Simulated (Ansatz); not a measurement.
# C2H3ClOSe: how energies converge with the basis set

An exercise on one series of results from a longer session: the logs are not shown, and one member is left open.

Program: Ansatz 0.2.0, Gaussian basis. Level of theory: one geometry, several basis sets. These are calculated values, not measurements.

Levels to be run: PBE0-D4/def2-SVP; ωB97M-V/def2-SVP; PBE0-D4/def2-QZVPP; ωB97M-V/def2-QZVPP; the functionals' def2-TZVPP values are taken from earlier runs.

**The relaxed structure**

All runs share one geometry, relaxed beforehand with PBE0-D4 in a triple-zeta def2 set.

SMILES `O/C=C(/Cl)[SeH]`, 8 atoms, charge 0, spin multiplicity 1.

Atoms are counted from 1 here; the program's logs count them from 0.

Bond lengths: O1–C2 1.352 Å, O1–H6 0.959 Å, C2–C3 1.331 Å, C2–H7 1.086 Å, C3–Cl4 1.723 Å, C3–Se5 1.896 Å, Se5–H8 1.469 Å. Angles: C2–O1–H6 109.5°, O1–C2–C3 121.6°, O1–C2–H7 117.9°, C3–C2–H7 120.4°, C2–C3–Cl4 119.1°, C2–C3–Se5 122.1°, Cl4–C3–Se5 118.7°, C3–Se5–H8 93.6°.

Set-up of the first run:

in.yaml

```yaml
crystal:
  periodic: [false, false, false]
  atoms:
    - {symbol: O, position_ang: [-0.068020, 1.504510, 0.830217]}
    - {symbol: C, position_ang: [0.379531, 0.233290, 0.721002]}
    - {symbol: C, position_ang: [0.148961, -0.497019, -0.367631]}
    - {symbol: Cl, position_ang: [0.777941, -2.099182, -0.452075]}
    - {symbol: Se, position_ang: [-0.753811, 0.206180, -1.879340]}
    - {symbol: H, position_ang: [0.091954, 1.825415, 1.720189]}
    - {symbol: H, position_ang: [0.960023, -0.173225, 1.543260]}
    - {symbol: H, position_ang: [-1.444278, -1.057167, -2.171422]}
basis:
  gaussian: {orbitals: def2-SVP}
hamiltonian: {xc: pbe0, dispersion: d4}
output: {orbitals: {seedname: orbitals}}
```

Among the steps run: PBE0-D4 in def2-SVP; ωB97M-V in def2-SVP; PBE0-D4 in def2-QZVPP; ωB97M-V in def2-QZVPP.

One table of the session follows, with a row left open; its other results are not shown here.

It belongs to the step «Functionals by basis». 

| functional | basis | HOMO (eV) | LUMO (eV) |
| --- | --- | --- | --- |
| PBE0-D4 | def2-SVP | -6.02 | 0.04 |
| PBE0-D4 | def2-TZVPP | ? | ? |
| PBE0-D4 | def2-QZVPP | -6.24 | -0.42 |
| ωB97M-V | def2-SVP | -8.11 | 2.15 |
| ωB97M-V | def2-TZVPP | -8.32 | 1.67 |
| ωB97M-V | def2-QZVPP | -8.36 | 1.17 |

**Question.** Estimate the row for PBE0-D4, def2-TZVPP.

The run gave: HOMO (eV): -6.20; LUMO (eV): -0.29. In the column «HOMO (eV)» it lies between PBE0-D4, def2-QZVPP (-6.24) and PBE0-D4, def2-SVP (-6.02).
